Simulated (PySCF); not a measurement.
# LuH3(H2O): structure and properties

Task: relax LuH3(H2O), compute its harmonic modes and analyse its electrons. The structure is generated, not taken from experiment.

Computed with PySCF 2.14.0. Level: PBE0, Lu def2-SVP with ECP28, H def2-SVP, O def2-SVP; scalar-relativistic core potentials, no spin–orbit coupling.

1 further run of the same task is left out (for a known fault of the program).

## 1. Where the work starts

7 atoms, charge 0, spin multiplicity 1.

Bond lengths: Lu1–H2 2.125 Å, Lu1–H3 2.125 Å, Lu1–H4 2.125 Å, Lu1–O5 2.385 Å, O5–H6 0.970 Å, O5–H7 0.970 Å. Angles: H2–Lu1–H3 109.5°, H2–Lu1–H4 109.5°, H2–Lu1–O5 109.5°, H3–Lu1–H4 109.5°, H3–Lu1–O5 109.5°, H4–Lu1–O5 109.5°, Lu1–O5–H6 127.5°, Lu1–O5–H7 127.5°, H6–O5–H7 105.1°.

Geometry (Å):

```tsv
atom	x (Å)	y (Å)	z (Å)
Lu1	0.0000	0.0000	0.0000
H2	1.2269	1.2269	1.2269
H3	-1.2269	-1.2269	1.2269
H4	1.2269	-1.2269	-1.2269
O5	-1.3770	1.3770	-1.3770
H6	-1.7176	2.2621	-1.1731
H7	-1.7176	1.1731	-2.2621
```

Formal oxidation states: Lu +3.

## 2. SCF at the start, singlet

File run.py (the lines that set the calculation):

```python
mol = gto.M(atom='''
Lu     0.00000     0.00000     0.00000
H      1.22690     1.22690     1.22690
H     -1.22690    -1.22690     1.22690
H      1.22690    -1.22690    -1.22690
O     -1.37700     1.37700    -1.37700
H     -1.71760     2.26210    -1.17310
H     -1.71760     1.17310    -2.26210''',
    basis={'Lu': 'def2-SVP', 'H': 'def2-SVP', 'O': 'def2-SVP'},
    ecp={'Lu': 'def2-SVP'},
    charge=0, spin=0)
mf = dft.RKS(mol, xc='PBE0')
mf.grids.atom_grid = (50, 194)  # f atoms: unpruned, at least (60, 302)
mf = mf.density_fit()  # fitting sets: Lu def2-universal-JKFIT, H def2-universal-JKFIT, O def2-universal-JKFIT
mf.conv_tol = 1e-08; mf.max_cycle = 55
mf.kernel(dm0)  # dm0: free metal ions and neutral atoms
```

On the command line:

```console
> OMP_NUM_THREADS=2 python run.py
```

Standard output:

```text
init E= -1316.87546814622
  HOMO = -0.118682996706344  LUMO = -0.0854765622342314  gap/eV = 0.90359
cycle= 1 E= -1313.0763212078  delta_E=  3.8  |g|= 2.06  |ddm|= 2.51
  HOMO = -0.178074403581004  LUMO = -0.119265052792126  gap/eV = 1.60028
cycle= 2 E= -1307.64163804626  delta_E= 5.43  |g|= 3.97  |ddm|=  5.5
  HOMO = -0.292027686302688  LUMO = -0.0587672151620364  gap/eV = 6.34734
cycle= 3 E= -1314.06751947751  delta_E= -6.43  |g|= 0.601  |ddm|= 5.11
  HOMO = -0.206213026918001  LUMO = -0.0615444026714158  gap/eV = 3.93663
cycle= 4 E= -1314.11239383658  delta_E= -0.0449  |g|= 0.571  |ddm|= 0.596
  HOMO = -0.214203975283143  LUMO = -0.0647914841425781  gap/eV = 4.06572
cycle= 5 E= -1314.13008091577  delta_E= -0.0177  |g|= 0.209  |ddm|= 0.187
  HOMO = -0.228786014520399  LUMO = -0.0545942376340065  gap/eV = 4.74000
cycle= 6 E= -1314.13278255203  delta_E= -0.0027  |g|= 0.0404  |ddm|= 0.0944
  HOMO = -0.2312743028169  LUMO = -0.0529630839424868  gap/eV = 4.85210
cycle= 7 E= -1314.13297196962  delta_E= -0.000189  |g|= 0.00352  |ddm|= 0.0219
  HOMO = -0.230909623477303  LUMO = -0.0527529474050468  gap/eV = 4.84789
cycle= 8 E= -1314.13297472572  delta_E= -2.76e-06  |g|= 0.000778  |ddm|= 0.00318
  HOMO = -0.23078208887442  LUMO = -0.0527492804269052  gap/eV = 4.84452
cycle= 9 E= -1314.13297487186  delta_E= -1.46e-07  |g|= 0.000357  |ddm|= 0.00128
  HOMO = -0.230792139262425  LUMO = -0.052780470859858  gap/eV = 4.84394
cycle= 10 E= -1314.13297488938  delta_E= -1.75e-08  |g|= 9.31e-05  |ddm|= 0.000361
  HOMO = -0.230792553151497  LUMO = -0.0527833327797573  gap/eV = 4.84388
cycle= 11 E= -1314.13297489094  delta_E= -1.56e-09  |g|= 7.33e-06  |ddm|= 0.000118
  HOMO = -0.230790665708488  LUMO = -0.0527838715419904  gap/eV = 4.84381
Extra cycle  E= -1314.13297489095  delta_E= -1e-11  |g|= 7.88e-06  |ddm|= 1.83e-05
converged SCF energy = -1314.13297489095
```

Run time: 9 s. Hardware: 2 threads of Arm Neoverse V2, shared host; peak memory 0.63 GiB.

It gives: E = -1314.132975 Eh, HOMO -6.28 eV, LUMO -1.44 eV, Mulliken charge on Lu1 +0.53 e. 

## 3. Relaxation, singlet

Steps are kept in the start's point group, Cs.

File run.py (the lines that set the calculation):

```python
mol = gto.M(atom='''
Lu     0.12374    -0.12374     0.12374
H      1.35064     1.10316     1.35064
H     -1.10316    -1.35064     1.35064
H      1.35064    -1.35064    -1.10316
O     -1.25326     1.25326    -1.25326
H     -1.59386     2.13836    -1.04936
H     -1.59386     1.04936    -2.13836''',
    basis={'Lu': 'def2-SVP', 'H': 'def2-SVP', 'O': 'def2-SVP'},
    ecp={'Lu': 'def2-SVP'},
    charge=0, spin=0)
mf = dft.RKS(mol, xc='PBE0')
mf.grids.atom_grid = (50, 194)  # f atoms: unpruned, at least (60, 302)
mf = mf.density_fit()  # fitting sets: Lu def2-universal-JKFIT, H def2-universal-JKFIT, O def2-universal-JKFIT
mf.conv_tol = 1e-08; mf.max_cycle = 55
mf.kernel(dm0)  # dm0: an SCF of this state at this start
# quasi-Newton relaxation in Cartesian coordinates to a largest gradient under 0.00045 Eh/bohr, steps kept in the point group
```

On the command line:

```console
> OMP_NUM_THREADS=2 python run.py
```

The driver keeps no SCF log for this step, only its results.

Wall time 1.7 min (2 threads of Arm Neoverse V2, shared host).

Step by step:

```tsv
step	energy from step 1 (eV)	largest force component (eV/Å)
1	0.0000	0.7989
2	-0.2431	0.5618
3	-0.4448	0.0942
4	-0.4568	0.0960
5	-0.4833	0.0491
6	-0.4859	0.0704
7	-0.4877	0.0881
8	-0.4907	0.3453
9	-0.4947	0.1195
10	-0.4960	0.4273
11	-0.4998	0.0894
12	-0.5011	0.0666
13	-0.5028	0.1850
14	-0.5039	0.0593
15	-0.5052	0.0431
16	-0.5061	0.0850
17	-0.5064	0.0309
18	-0.5066	0.0326
19	-0.5067	0.0224
20	-0.5067	0.0055
```

Close pairs (by a distance rule), those that changed most:

```tsv
bond	before (Å)	after (Å)	change (Å)
Lu1–H3	2.125	1.953	-0.172
Lu1–H2	2.125	1.961	-0.164
Lu1–H4	2.125	1.961	-0.164
Lu1–O5	2.385	2.272	-0.113
O5–H6	0.970	0.969	-0.001
O5–H7	0.970	0.969	-0.001
```

It ends in Cs at E = -1314.151596 Eh.

```xyz
7
H5LuO
Lu    0.0545   -0.2436    0.2436
H     0.8830    1.3536    1.0244
H    -1.0098   -1.4015    1.4015
H     0.8830   -1.0244   -1.3536
O    -1.2378    1.0776   -1.0776
H    -1.1460    2.0303   -0.9272
H    -1.1460    0.9272   -2.0303
```

## 4. The relaxed geometry turned into its symmetry frame

File run.py (the lines that set the calculation):

```python
mol = gto.M(atom='''
Lu     0.11477    -0.12379     0.12379
H      0.94323     1.47335     0.90463
H     -0.94958    -1.28173     1.28173
H      0.94323    -0.90463    -1.47335
O     -1.17753     1.19742    -1.19742
H     -1.08569     2.15007    -1.04699
H     -1.08569     1.04699    -2.15007''',
    basis={'Lu': 'def2-SVP', 'H': 'def2-SVP', 'O': 'def2-SVP'},
    ecp={'Lu': 'def2-SVP'},
    charge=0, spin=0)
mf = dft.RKS(mol, xc='PBE0')
mf.grids.atom_grid = (50, 194)  # f atoms: unpruned, at least (60, 302)
mf = mf.density_fit()  # fitting sets: Lu def2-universal-JKFIT, H def2-universal-JKFIT, O def2-universal-JKFIT
mf.conv_tol = 1e-08; mf.max_cycle = 55
mf.kernel(dm0)  # dm0: free metal ions and neutral atoms
```

On the command line:

```console
> OMP_NUM_THREADS=2 python run.py
```

Standard output:

```text
init E= -1316.98423489132
  HOMO = -0.134463102543794  LUMO = -0.0847776023885545  gap/eV = 1.35201
cycle= 1 E= -1313.23255965374  delta_E= 3.75  |g|= 1.97  |ddm|= 2.53
  HOMO = -0.198881046147939  LUMO = -0.156735196812985  gap/eV = 1.14685
cycle= 2 E= -1308.37843098082  delta_E= 4.85  |g|= 3.77  |ddm|= 5.56
  HOMO = -0.278936878828802  LUMO = -0.0606610667114776  gap/eV = 5.93959
cycle= 3 E= -1314.09546314098  delta_E= -5.72  |g|= 0.604  |ddm|=  5.2
  HOMO = -0.212706527048699  LUMO = -0.0316397014289471  gap/eV = 4.92708
cycle= 4 E= -1314.12652900847  delta_E= -0.0311  |g|= 0.685  |ddm|= 0.571
  HOMO = -0.216473540887712  LUMO = -0.0411203205971802  gap/eV = 4.77160
cycle= 5 E= -1314.14905877486  delta_E= -0.0225  |g|= 0.181  |ddm|= 0.217
  HOMO = -0.236643728543502  LUMO = -0.0332101751010327  gap/eV = 5.53571
cycle= 6 E= -1314.15146165181  delta_E= -0.0024  |g|= 0.0304  |ddm|= 0.0862
  HOMO = -0.238312957060668  LUMO = -0.0320061636359341  gap/eV = 5.61389
cycle= 7 E= -1314.15159070726  delta_E= -0.000129  |g|= 0.00456  |ddm|= 0.019
  HOMO = -0.237866895995939  LUMO = -0.0318785227399303  gap/eV = 5.60523
cycle= 8 E= -1314.15159531632  delta_E= -4.61e-06  |g|= 0.00167  |ddm|= 0.00445
  HOMO = -0.237792724344003  LUMO = -0.0319768559821831  gap/eV = 5.60054
cycle= 9 E= -1314.15159581894  delta_E= -5.03e-07  |g|= 0.000523  |ddm|= 0.00178
  HOMO = -0.237788931362154  LUMO = -0.0319918467628924  gap/eV = 5.60002
cycle= 10 E= -1314.15159586446  delta_E= -4.55e-08  |g|= 9.63e-05  |ddm|= 0.000506
  HOMO = -0.237789419701656  LUMO = -0.031995016557925  gap/eV = 5.59995
cycle= 11 E= -1314.15159586595  delta_E= -1.5e-09  |g|= 4.29e-05  |ddm|= 8.62e-05
  HOMO = -0.237794321475396  LUMO = -0.031995860851886  gap/eV = 5.60006
Extra cycle  E= -1314.15159586575  delta_E= 2.06e-10  |g|= 9.09e-05  |ddm|= 7.84e-05
converged SCF energy = -1314.15159586575
```

It took 2.4 s on 2 threads of Arm Neoverse V2, shared host.

Read off: E = -1314.151596 Eh, HOMO -6.47 eV, LUMO -0.87 eV, Mulliken charge on Lu1 +0.54 e. 

## 5. Frequencies and infrared intensities

Edit run.py (the lines that set the calculation) of step 4 so:

```diff
@@ -14,3 +14,4 @@
 mf = mf.density_fit()  # fitting sets: Lu def2-universal-JKFIT, H def2-universal-JKFIT, O def2-universal-JKFIT
-mf.conv_tol = 1e-08; mf.max_cycle = 55
-mf.kernel(dm0)  # dm0: free metal ions and neutral atoms
+mf.conv_tol = 1e-10; mf.max_cycle = 55
+mf.kernel(dm0)  # dm0: the density of the relaxed state
+# Hessian and dipole derivatives by central differences of gradients, 0.02 bohr
```

On the command line:

```console
> OMP_NUM_THREADS=2 python run.py
```

The driver keeps no SCF log for this step, only its results.

It took 2 min on 2 threads of Arm Neoverse V2, shared host.

Point group Cs; negative numbers are unstable modes, and those under 60 cm⁻¹ are near the numerical noise:

```tsv
cm⁻¹	km/mol	symmetry
-45	15.6	a''
175	185.6	a'
242	8.2	a''
287	355.5	a'
357	545.9	a'
417	21.5	a'
540	182.3	a''
575	11.6	a''
576	187.6	a'
1438	714.7	a''
1452	702.5	a'
1519	43.3	a'
1598	103.1	a'
3800	119.9	a'
3895	195.8	a''
```

## 6. Displaced along the imaginary mode

No symmetry is imposed.

File run.py (the lines that set the calculation):

```python
mol = gto.M(atom='''
Lu     0.11477    -0.12234     0.12524
H      1.12277     1.32799     1.00021
H     -0.94958    -1.30510     1.25836
H      0.76369    -0.80905    -1.61871
O     -1.17753     1.18882    -1.20603
H     -1.28190     2.16579    -1.10468
H     -0.88949     0.98930    -2.13436''',
    basis={'Lu': 'def2-SVP', 'H': 'def2-SVP', 'O': 'def2-SVP'},
    ecp={'Lu': 'def2-SVP'},
    charge=0, spin=0)
mf = dft.RKS(mol, xc='PBE0')
mf.grids.atom_grid = (50, 194)  # f atoms: unpruned, at least (60, 302)
mf = mf.density_fit()  # fitting sets: Lu def2-universal-JKFIT, H def2-universal-JKFIT, O def2-universal-JKFIT
mf.conv_tol = 1e-08; mf.max_cycle = 55
mf.kernel(dm0)  # dm0: an SCF of this state at this start
# quasi-Newton relaxation in Cartesian coordinates to a largest gradient under 0.00045 Eh/bohr, steps kept in the point group
```

On the command line:

```console
> OMP_NUM_THREADS=2 python run.py
```

No log is kept here; the results follow.

Run time: 29 s. Hardware: 2 threads of Arm Neoverse V2, shared host.

Along the way:

```tsv
step	energy from step 1 (eV)	largest force component (eV/Å)
1	0.0000	0.9978
2	-0.0227	0.1499
3	-0.0238	0.0478
4	-0.0243	0.0272
5	-0.0244	0.0119
6	-0.0244	0.0035
```

Distances of close pairs at the start and the end, largest changes first:

```tsv
bond	before (Å)	after (Å)	change (Å)
O5–H6	0.988	0.967	-0.021
O5–H7	0.992	0.972	-0.020
Lu1–H2	1.971	1.955	-0.016
Lu1–H4	1.983	1.968	-0.015
Lu1–O5	2.272	2.268	-0.004
Lu1–H3	1.953	1.951	-0.002
```

It ends in C1 at E = -1314.151600 Eh.

```
Lu    0.1132   -0.1204    0.1257
H     1.1180    1.3172    0.9899
H    -0.9495   -1.3074    1.2522
H     0.7684   -0.7898   -1.6057
O    -1.1738    1.1930   -1.2015
H    -1.2612    2.1530   -1.1255
H    -0.9123    0.9897   -2.1151
```

## 7. The relaxed geometry turned into its symmetry frame

File run.py (the lines that set the calculation):

```python
mol = gto.M(atom='''
Lu     0.11430    -0.12245     0.12494
H      1.11911     1.31519     0.98923
H     -0.94831    -1.30940     1.25150
H      0.76951    -0.79180    -1.60642
O     -1.17263     1.19098    -1.20218
H     -1.26008     2.15092    -1.12624
H     -0.91113     0.98769    -2.11576''',
    basis={'Lu': 'def2-SVP', 'H': 'def2-SVP', 'O': 'def2-SVP'},
    ecp={'Lu': 'def2-SVP'},
    charge=0, spin=0)
mf = dft.RKS(mol, xc='PBE0')
mf.grids.atom_grid = (50, 194)  # f atoms: unpruned, at least (60, 302)
mf = mf.density_fit()  # fitting sets: Lu def2-universal-JKFIT, H def2-universal-JKFIT, O def2-universal-JKFIT
mf.conv_tol = 1e-08; mf.max_cycle = 55
mf.kernel(dm0)  # dm0: free metal ions and neutral atoms
```

On the command line:

```console
> OMP_NUM_THREADS=2 python run.py
```

Standard output:

```text
init E= -1316.98641468682
  HOMO = -0.134476235831936  LUMO = -0.084576253983243  gap/eV = 1.35785
cycle= 1 E= -1313.22952629617  delta_E= 3.76  |g|= 1.97  |ddm|= 2.53
  HOMO = -0.19809220009294  LUMO = -0.154973471840304  gap/eV = 1.17332
cycle= 2 E= -1308.321361782  delta_E= 4.91  |g|= 3.79  |ddm|= 5.57
  HOMO = -0.262294305202417  LUMO = -0.0612264130855723  gap/eV = 5.47134
cycle= 3 E= -1314.09010149779  delta_E= -5.77  |g|= 0.618  |ddm|= 5.21
  HOMO = -0.210877351407522  LUMO = -0.0308049712430787  gap/eV = 4.90002
cycle= 4 E= -1314.12600105376  delta_E= -0.0359  |g|= 0.679  |ddm|= 0.613
  HOMO = -0.215294709592398  LUMO = -0.0400494647483747  gap/eV = 4.76867
cycle= 5 E= -1314.14873862104  delta_E= -0.0227  |g|= 0.192  |ddm|= 0.221
  HOMO = -0.236346152559812  LUMO = -0.032231135365393  gap/eV = 5.55425
cycle= 6 E= -1314.15145223453  delta_E= -0.00271  |g|= 0.0322  |ddm|= 0.0938
  HOMO = -0.238677324524588  LUMO = -0.0307501673495643  gap/eV = 5.65799
cycle= 7 E= -1314.15159601247  delta_E= -0.000144  |g|= 0.00416  |ddm|= 0.0203
  HOMO = -0.238232837268591  LUMO = -0.0305309314648963  gap/eV = 5.65186
cycle= 8 E= -1314.15159978158  delta_E= -3.77e-06  |g|= 0.00174  |ddm|= 0.00471
  HOMO = -0.238164750190087  LUMO = -0.0306092930169355  gap/eV = 5.64787
cycle= 9 E= -1314.1516002712  delta_E= -4.9e-07  |g|= 0.000478  |ddm|= 0.00178
  HOMO = -0.23816174105875  LUMO = -0.0306227958497608  gap/eV = 5.64742
cycle= 10 E= -1314.15160031216  delta_E= -4.1e-08  |g|= 0.000106  |ddm|= 0.000464
  HOMO = -0.238161555027805  LUMO = -0.0306251229247545  gap/eV = 5.64735
cycle= 11 E= -1314.1516003141  delta_E= -1.94e-09  |g|= 4.16e-05  |ddm|= 9.94e-05
  HOMO = -0.238165787113636  LUMO = -0.0306266422647154  gap/eV = 5.64743
Extra cycle  E= -1314.1516003139  delta_E= 2.02e-10  |g|= 9.23e-05  |ddm|= 7.84e-05
converged SCF energy = -1314.1516003139
```

Run time: 2.4 s. Hardware: 2 threads of Arm Neoverse V2, shared host.

Result: E = -1314.151600 Eh, HOMO -6.48 eV, LUMO -0.83 eV, Mulliken charge on Lu1 +0.55 e. 

## 8. Frequencies and infrared intensities

Edit run.py (the lines that set the calculation) of step 7 so:

```diff
@@ -14,3 +14,4 @@
 mf = mf.density_fit()  # fitting sets: Lu def2-universal-JKFIT, H def2-universal-JKFIT, O def2-universal-JKFIT
-mf.conv_tol = 1e-08; mf.max_cycle = 55
-mf.kernel(dm0)  # dm0: free metal ions and neutral atoms
+mf.conv_tol = 1e-10; mf.max_cycle = 55
+mf.kernel(dm0)  # dm0: the density of the relaxed state
+# Hessian and dipole derivatives by central differences of gradients, 0.02 bohr
```

On the command line:

```console
> OMP_NUM_THREADS=2 python run.py
```

No log is kept here; the results follow.

It took 3.2 min on 2 threads of Arm Neoverse V2, shared host.

Point group C1; negative numbers are unstable modes, and those under 60 cm⁻¹ are near the numerical noise:

```tsv
cm⁻¹	km/mol
45	13.2
145	194.8
253	24.0
286	335.9
360	524.3
414	56.7
539	186.4
568	91.7
598	106.8
1428	698.9
1460	701.2
1522	62.4
1582	107.4
3773	115.0
3898	196.1
```

## 9. Properties on a finer grid

File run.py (the lines that set the calculation):

```python
mol = gto.M(atom='''
Lu     0.11316    -0.12041     0.12565
H      1.11796     1.31723     0.98994
H     -0.94946    -1.30736     1.25221
H      0.76836    -0.78976    -1.60571
O     -1.17377     1.19302    -1.20147
H     -1.26123     2.15296    -1.12554
H     -0.91228     0.98973    -2.11505''',
    basis={'Lu': 'def2-SVP', 'H': 'def2-SVP', 'O': 'def2-SVP'},
    ecp={'Lu': 'def2-SVP'},
    charge=0, spin=0)
mf = dft.RKS(mol, xc='PBE0')
mf.grids.atom_grid = (75, 302)  # f atoms: unpruned, at least (60, 302)
mf = mf.density_fit()  # fitting sets: Lu def2-universal-JKFIT, H def2-universal-JKFIT, O def2-universal-JKFIT
mf.conv_tol = 1e-09; mf.max_cycle = 55
mf.kernel(dm0)  # dm0: the density of the relaxed state
```

On the command line:

```console
> OMP_NUM_THREADS=2 python run.py
```

Standard output:

```text
init E= -1314.1515975585
  HOMO = -0.238163516050195  LUMO = -0.0306277353134784  gap/eV = 5.64734
cycle= 1 E= -1314.15159755889  delta_E= -3.89e-10  |g|= 0.000213  |ddm|= 0.000115
  HOMO = -0.238166318852214  LUMO = -0.0306273148156765  gap/eV = 5.64742
cycle= 2 E= -1314.15159755181  delta_E= 7.08e-09  |g|= 0.000476  |ddm|= 0.000156
  HOMO = -0.238164424680673  LUMO = -0.0306273455803033  gap/eV = 5.64737
cycle= 3 E= -1314.15159756069  delta_E= -8.88e-09  |g|= 5.81e-06  |ddm|= 0.000107
  HOMO = -0.238164451636538  LUMO = -0.0306275161912404  gap/eV = 5.64737
cycle= 4 E= -1314.1515975607  delta_E= -6.37e-12  |g|= 6.62e-07  |ddm|= 3.63e-06
  HOMO = -0.238164450996966  LUMO = -0.0306274747922724  gap/eV = 5.64737
Extra cycle  E= -1314.1515975607  delta_E= -2.27e-12  |g|= 9.48e-07  |ddm|= 9.42e-07
converged SCF energy = -1314.1515975607
```

Run time: 19 s. Hardware: 2 threads of Arm Neoverse V2, shared host.

Result: E = -1314.151598 Eh, HOMO -6.48 eV, LUMO -0.83 eV, Mulliken charge on Lu1 +0.55 e, largest force component 0.003 eV/Å. 

Löwdin charges:

```tsv
atom	value (e)
Lu1	0.22
H2	-0.18
H3	-0.18
H4	-0.19
O5	0.06
H6	0.14
H7	0.14
```

Mulliken charges: Lu1 +0.55, H2 -0.25, H3 -0.24, H4 -0.27, O5 -0.28, H6 +0.24, H7 +0.25 e.

Contacts (the nearest donor of each ligand) and Mayer bond orders:

```tsv
contact	distance (Å)	bond order
Lu1–H2 (H)	1.955	0.93
Lu1–H3 (H)	1.951	0.93
Lu1–H4 (H)	1.968	0.90
Lu1–O5 (H2O)	2.268	0.37
```

Mulliken populations of Lu1 outside the core potential: s 4.76, p 12.67, d 11.01, f 14.02.

The fields below are evaluated on a grid from the run's orbitals.

Frontier orbitals at PBE0, with the share of their density that lies nearest to each atom:

```tsv
orbital	energy (eV)	lies on
HOMO	-6.48	H3 60 %; H2 25 %; Lu1 10 %
LUMO	-0.83	H6 36 %; H7 26 %; O5 15 %
```

ELF in a plane through or near 2 of the atoms.

Ten even steps from '0' (0.00) to '9' (0.99):
```
0000000000000000000000000000
0000000000000000000000000000
0000000000012210000000000000
0000000001368875100000000000
0000000002689999400000000000
0000000002579998100000000000
0000000000136774001210000000
0000221000112220157762000000
0002542013553201489983000000
0002541035454414788751000000
0000210025454426876420000000
0000000003443113667763000000
0000000001221000247873000000
0000000356776510013540000000
0000001689999951000000000000
0000001689999973000000000000
0000000258899730000000000000
0000000002332100000000000000
0000000000000000000000000000
0000000000000000000000000000
```
The map spans 9.6 Å across and 8.5 Å up, centred on the molecule. Atoms in the plane (x, y in Å): Lu1 (-1.0, 0.0), H7 (1.6, 0.7).

On the surface of density 0.002 e/bohr³ the electrostatic potential runs, from the 1st to the 99th percentile, from -1.59 to 4.26 V.

## 10. Results

| quantity | value |
| --- | --- |
| state and point group | singlet, C1 |
| first geometry: modes | -45 to 3895 cm⁻¹, 1 unstable |
| first geometry: strongest infrared band (modes within 1.5 cm⁻¹ summed) | 1438 cm⁻¹ (715 km/mol) |
| modes | 45 to 3898 cm⁻¹, none unstable |
| strongest infrared band (modes within 1.5 cm⁻¹ summed) | 1460 cm⁻¹ (701 km/mol) |
| zero-point energy | 1.046 eV |
| ideal gas, 298 K, 1 bar | S = 332.5, Cp = 91.6 J/(mol K) |
| metal–ligand contacts | 1.95 to 2.27 Å |
| frontier levels | HOMO -6.48 eV, LUMO -0.83 eV |
| dipole | 5.17 D |
| mean polarisability | 7.2 Å³ |

**Reading.** At the first geometry 1 mode is unstable, within the noise, so a saddle point isn't shown; the molecule was then pushed along the lowest one and relaxed again. All modes are real within the noise of the softest ones, so the structure is a minimum. The metal carries +0.22 e by Löwdin's partition against a formal +3, and bond orders to the nearest donors reach 0.93. Both measures hang on the basis. Leaving the first, Cs structure gained 0.00 eV and gave C1. One start shape was tried, so another isomer may lie lower. The bases are small and lack diffuse functions. Spin–orbit coupling is left out.
